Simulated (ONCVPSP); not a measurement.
# Pseudopotential generation for V: ONCV, LDA (Perdew-Wang 92)

Task: generate the file, and judge it by its errors in other configurations, its logarithmic derivatives, its ghosts and its cutoff.

Program: ONCVPSP 4.0.1. Reference atom: LDA (Perdew-Wang 92), scalar-relativistic, spherical and spin-unpolarised. All values are calculated.

**1. Starting point**

Typed settings, in words:

* element: vanadium (V, Z = 23)
* type: optimised norm-conserving Vanderbilt (ONCV)
* frozen core: [Ar]
* valence charge: 5
* reference configuration: 3d3 4s1.5 4p0.5
* partial waves: 4s: rc 2.95 bohr, ncon 5, nbas 8, qcut 1.9 1/bohr, 2 projectors, debl 2.3 Ha; 4p: rc 3.55 bohr, ncon 4, nbas 7, qcut 2.2 1/bohr, 3 projectors, debl 2.5 Ha; 3d: rc 1.35 bohr, ncon 4, nbas 9, qcut 13.4 1/bohr, 2 projectors, debl 1.7 Ha
* local potential: polynomial inside 0.95 bohr (lpopt 5, dvloc0 0 Ha)
* core correction: Teter function, fcfact 6, rcfact 1.8

**2. Generating the potential**

V.dat

```
# ATOM AND REFERENCE CONFIGURATION
# atsym  z   nc   nv     iexc    psfile
  V 23.00    5    3  -001012      upf
#
#   n    l    f
    1    0    2.00
    2    0    2.00
    2    1    6.00
    3    0    2.00
    3    1    6.00
    3    2    3.00
    4    0    1.50
    4    1    0.50
#
# PSEUDOPOTENTIAL AND OPTIMIZATION
# lmax
    2
#
#   l,   rc,      ep,       ncon, nbas, qcut
    0    2.95    0.00    5    8    1.90
    1    3.55    0.00    4    7    2.20
    2    1.35    0.00    4    9   13.40
#
# LOCAL POTENTIAL
# lloc, lpopt,  rc(5),   dvloc0
    4    5    0.95    0.00
#
# VANDERBILT-KLEINMAN-BYLANDER PROJECTORs
# l, nproj, debl
    0    2    2.30
    1    3    2.50
    2    2    1.70
#
# MODEL CORE CHARGE
# icmod, fcfact, rcfact
    3    6.00    1.80
#
# LOG DERIVATIVE ANALYSIS
# epsh1, epsh2, depsh
   -2.00    5.00    0.02
#
# OUTPUT GRID
# rlmax, drl
    6.00    0.01
#
# TEST CONFIGURATIONS
# ncnf
    4
# nvcnf
#   n    l    f
    3
    3    2    3.00
    4    0    2.00
    4    1    0.00
#
    3
    3    2    3.00
    4    0    1.00
    4    1    0.00
#
    3
    3    2    3.00
    4    0    0.00
    4    1    0.00
#
    3
    3    2    3.00
    4    0    1.50
    4    1    0.00
#
```

On the command line:

```sh
$ oncvpsp.x < V.dat > V.out
```

Q: Predict the outcome of this session. Wanted: cutoffs for 1 and 0.1 mHa per electron, occupied waves; bound ghosts; GHOST(+) flags; largest test error; largest phase difference near zero energy, channels read; rms error of d²Exc/dn², without and with the model core.

**Answer**, as computed:

| quantity | value |
| --- | --- |
| cutoffs for 1 and 0.1 mHa per electron, occupied waves | 57 Ha and 66 Ha |
| bound ghosts | s at -74.25 eV |
| GHOST(+) flags | p at 98 eV |
| largest test error (AE − PS) | -525 meV, for 3d3 4s0 4p0 |
| largest phase difference near zero energy, channels read | 0.002 rad |
| rms error of d²Exc/dn², without and with the model core | 13.35 and 6.96 mHa |

**Reading.** It has a bound ghost (s), a state that the atom doesn't have, and that rules the file out. Close by lies the frozen 3s level (-70.6 eV). The worst unpolarised test, 3d3 4s0 4p0, is off by 525 meV on 20.8 eV; by total energies transferability rates as poor. The potential is hard: the looser tolerance needs 57 Ha. At the looser tolerance the 3d wave is the slowest; 4s needs 8 Ha. Near zero energy the phases of the channels with partial waves agree within 0.002 rad. The program also flags highly localised states, GHOST(+) (p). All of this concerns the isolated atom, not yet a solid.
